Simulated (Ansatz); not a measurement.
**Alloy of SrZrO3 and SrHfO3 (1 of 8 Zr sites exchanged), 40 atoms**

Aim: relax the alloy cell and compare the gap by PBEsol and r²SCAN.

Method: density functional theory in Ansatz 0.2.0, PAW datasets, plane waves.

### 1 The starting cell

40 atoms (8 Sr, 7 Zr, 1 Hf, 24 O); a = 8.254 Å, b = 8.254 Å, c = 8.254 Å, α = 90.00°, β = 90.00°, γ = 90.00°. All atoms were shaken off their sites by about 0.02 Å along each axis.

The runs, in order: (2) PBEsol cell relaxation at the single k point (¼, ¼, ¼), on 1 × NVIDIA GB300 Max-Q with 8 threads of Arm Neoverse-V2; (3) r²SCAN single point at the single k point (¼, ¼, ¼), on 1 × NVIDIA GB300 Max-Q with 8 threads of Arm Neoverse-V2.

### 2 Relaxing cell and atoms with PBEsol

Contents of in.yaml:

```yaml
crystal:
  lattice:
    - [8.254136, 0.000000, 0.000000]
    - [0.000000, 8.254136, 0.000000]
    - [0.000000, 0.000000, 8.254136]
  atoms:
    - { symbol: Sr, position: [0.999706, 0.998682, 0.000775] }
    - { symbol: Sr, position: [0.997805, 0.000596, 0.499400] }
    - { symbol: Sr, position: [0.999310, 0.497810, 0.998648] }
    - { symbol: Sr, position: [0.997978, 0.499682, 0.499182] }
    - { symbol: Sr, position: [0.498551, 0.999272, 0.999679] }
    - { symbol: Sr, position: [0.501210, 0.000395, 0.499510] }
    - { symbol: Sr, position: [0.500831, 0.498212, 0.996509] }
    - { symbol: Sr, position: [0.501268, 0.504355, 0.499122] }
    - { symbol: Zr, position: [0.248930, 0.245387, 0.249130] }
    - { symbol: Zr, position: [0.247673, 0.250716, 0.749967] }
    - { symbol: Zr, position: [0.246874, 0.747355, 0.245992] }
    - { symbol: Zr, position: [0.248150, 0.750794, 0.747475] }
    - { symbol: Zr, position: [0.750572, 0.245516, 0.254896] }
    - { symbol: Zr, position: [0.751276, 0.252818, 0.751132] }
    - { symbol: Zr, position: [0.749068, 0.748356, 0.753750] }
    - { symbol: Hf, position: [0.749811, 0.752749, 0.248239] }
    - { symbol: O, position: [0.251163, 0.246396, 0.998000] }
    - { symbol: O, position: [0.248121, 0.251243, 0.497544] }
    - { symbol: O, position: [0.251851, 0.749172, 0.000196] }
    - { symbol: O, position: [0.251799, 0.747061, 0.498064] }
    - { symbol: O, position: [0.750160, 0.247674, 0.001718] }
    - { symbol: O, position: [0.746435, 0.248277, 0.501442] }
    - { symbol: O, position: [0.748936, 0.752358, 0.993846] }
    - { symbol: O, position: [0.747980, 0.746422, 0.497263] }
    - { symbol: O, position: [0.003619, 0.246249, 0.245687] }
    - { symbol: O, position: [0.999903, 0.246867, 0.751194] }
    - { symbol: O, position: [0.997915, 0.752137, 0.250850] }
    - { symbol: O, position: [0.998667, 0.748500, 0.747591] }
    - { symbol: O, position: [0.501530, 0.247729, 0.248317] }
    - { symbol: O, position: [0.500834, 0.247997, 0.750793] }
    - { symbol: O, position: [0.500104, 0.749590, 0.249595] }
    - { symbol: O, position: [0.500004, 0.748102, 0.751427] }
    - { symbol: O, position: [0.247797, 0.998813, 0.249941] }
    - { symbol: O, position: [0.250393, 0.998187, 0.748372] }
    - { symbol: O, position: [0.247900, 0.502029, 0.252422] }
    - { symbol: O, position: [0.251306, 0.499432, 0.750928] }
    - { symbol: O, position: [0.750698, 0.998368, 0.250847] }
    - { symbol: O, position: [0.749592, 0.999777, 0.751804] }
    - { symbol: O, position: [0.752621, 0.503375, 0.250998] }
    - { symbol: O, position: [0.749527, 0.495404, 0.750779] }
  symmetry: { detect: false }
kpoints:
  mp_grid: { grid: [1, 1, 1], shift: [0.25, 0.25, 0.25] }
hamiltonian:
  xc: pbesol
scf:
  occupations: { method: fermi_dirac, width: 0.01 }
relax:
  f_tol: 0.03
  max_steps: 80
  escape_saddle: false
  adjacent_minimum: "off"
  cell: { fix: [shape] }
output:
  forces: true
  eigenvalues: true
  populations: true
```

The run is started by

```bash
ansatz run in.yaml --threads 8 --pin off --max-ram 118750MiB --runs-dir r --events-out ev --progress --plain --backend cuda --devices 0,
```

After this run come: r²SCAN single point.

Before running it: what results should come out? Wanted: for each run, top filled to lowest empty.

**Answer**, as computed:

```
             level         time  top filled to lowest empty (eV)
PBEsol, relaxation   12 s (GPU)                             4.34
            r²SCAN  3.6 s (GPU)                             4.93
```

```
     quantity                                                                      value
   relaxation                                          10 recorded steps, 2.44 eV gained
largest shift                                              0.48 Å (O22 and others alike)
 relaxed cell  a = 8.171 Å, b = 8.171 Å, c = 8.171 Å, α = 90.00°, β = 90.00°, γ = 90.00°
   mean bonds                                       Hf–O 2.082, O–Sr 2.692, O–Zr 2.093 Å
```

Relaxation gains 2.44 eV, with shifts up to 0.48 Å (O22 and others alike), while the volume changes by -3.0 %. The mean lengths of the listed bonds run from Hf–O 2.08 Å to O–Sr 2.69 Å. With one k point the spacing samples only the states that fold onto it, so it can exceed the gap over the zone.
